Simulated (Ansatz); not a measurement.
**AlFH₇NSi₂: one species, many methods**

An exercise on one series of results from a longer session: the logs are not shown, and one member is left open.

The runs use Ansatz 0.2.0, Gaussian basis; functionals in def2-TZVPP, the program's frozen cores in correlated methods.

Levels to be run: PBE-D4, r2SCAN-D4, PBE0-D4, B3LYP-D4, ωB97X-V, ωB97M-V, B2PLYP; CCSD(T)/def2-TZVPP; MP2/def2-QZVPP; extrapolation to the limit.

### Structure used throughout

All runs share one geometry, relaxed beforehand with PBE0-D4 in a triple-zeta def2 set.

SMILES `F[SiH2][AlH][NH][SiH3]`, 12 atoms, charge 0, spin multiplicity 1.

Atoms are counted from 1 here; the program's logs count them from 0.

Bond lengths: F1–Si2 1.614 Å, Si2–Al3 2.470 Å, Si2–H6 1.491 Å, Si2–H7 1.491 Å, Al3–N4 1.782 Å, Al3–H8 1.587 Å, N4–Si5 1.729 Å, N4–H9 1.013 Å, Si5–H10 1.486 Å, Si5–H11 1.489 Å, Si5–H12 1.489 Å. Angles: F1–Si2–Al3 110.2°, F1–Si2–H6 106.6°, F1–Si2–H7 107.2°, Al3–Si2–H6 112.6°, Al3–Si2–H7 113.1°, H6–Si2–H7 106.7°, Si2–Al3–N4 117.8°, Si2–Al3–H8 124.9°, N4–Al3–H8 117.4°, Al3–N4–Si5 128.5°, Al3–N4–H9 116.6°, Si5–N4–H9 114.8°, N4–Si5–H10 107.0°, N4–Si5–H11 111.6°, N4–Si5–H12 112.6°, H10–Si5–H11 109.2°, H10–Si5–H12 109.0°, H11–Si5–H12 107.4°.

The first run:

The input, in.yaml:

```yaml
crystal:
  periodic: [false, false, false]
  atoms:
    - {symbol: F, position_ang: [-0.402982, 2.497348, 0.661812]}
    - {symbol: Si, position_ang: [0.659921, 1.568261, 1.444679]}
    - {symbol: Al, position_ang: [0.013602, -0.808647, 1.261663]}
    - {symbol: N, position_ang: [-0.443051, -1.423544, -0.347486]}
    - {symbol: Si, position_ang: [-0.433587, -0.589335, -1.861607]}
    - {symbol: H, position_ang: [0.685662, 2.048580, 2.855969]}
    - {symbol: H, position_ang: [2.005421, 1.854805, 0.868663]}
    - {symbol: H, position_ang: [-0.016000, -1.836262, 2.470673]}
    - {symbol: H, position_ang: [-0.737498, -2.391115, -0.396975]}
    - {symbol: H, position_ang: [0.150831, 0.754104, -1.613881]}
    - {symbol: H, position_ang: [0.392823, -1.302498, -2.874756]}
    - {symbol: H, position_ang: [-1.798143, -0.426895, -2.434653]}
basis:
  gaussian: {orbitals: def2-TZVPP}
hamiltonian: {xc: pbe, dispersion: d4}
output: {forces: true, orbitals: {seedname: orbitals}}
```

Started as:

```
ansatz run in.yaml --threads 4 --pin off --events-out ev --progress --plain --max-ram 10444MiB
```

Steps of the session up to this table: PBE-D4 (GGA); r2SCAN-D4 (meta-GGA); PBE0-D4 (hybrid); B3LYP-D4 (hybrid); ωB97X-V (range-separated); ωB97M-V (range-separated); B2PLYP (double hybrid); CCSD(T) in def2-TZVPP; MP2 in def2-QZVPP.

One of the session's tables, all rows but one given; the rest of the session is left out.

| method | atomisation energy (kJ/mol) |
| --- | --- |
| PBE-D4 | 3784.1 |
| r2SCAN-D4 | 3796.4 |
| PBE0-D4 | 3746.6 |
| B3LYP-D4 | 3804.5 |
| ωB97X-V | 3841.5 |
| ωB97M-V | 3812.9 |
| B2PLYP | ? |
| HF/def2-TZVPP | 2820.0 |
| MP2/def2-TZVPP | 3729.0 |
| CCSD/def2-TZVPP | 3665.3 |
| CCSD(T)/def2-TZVPP | 3707.6 |
| MP2/CBS | 3844.2 |
| CCSD(T)/CBS | 3822.8 |

Estimate the missing values for B2PLYP.

The run gave: atomisation energy (kJ/mol): 3757.2. In the column «atomisation energy (kJ/mol)» it lies between PBE0-D4 (3746.6) and PBE-D4 (3784.1).
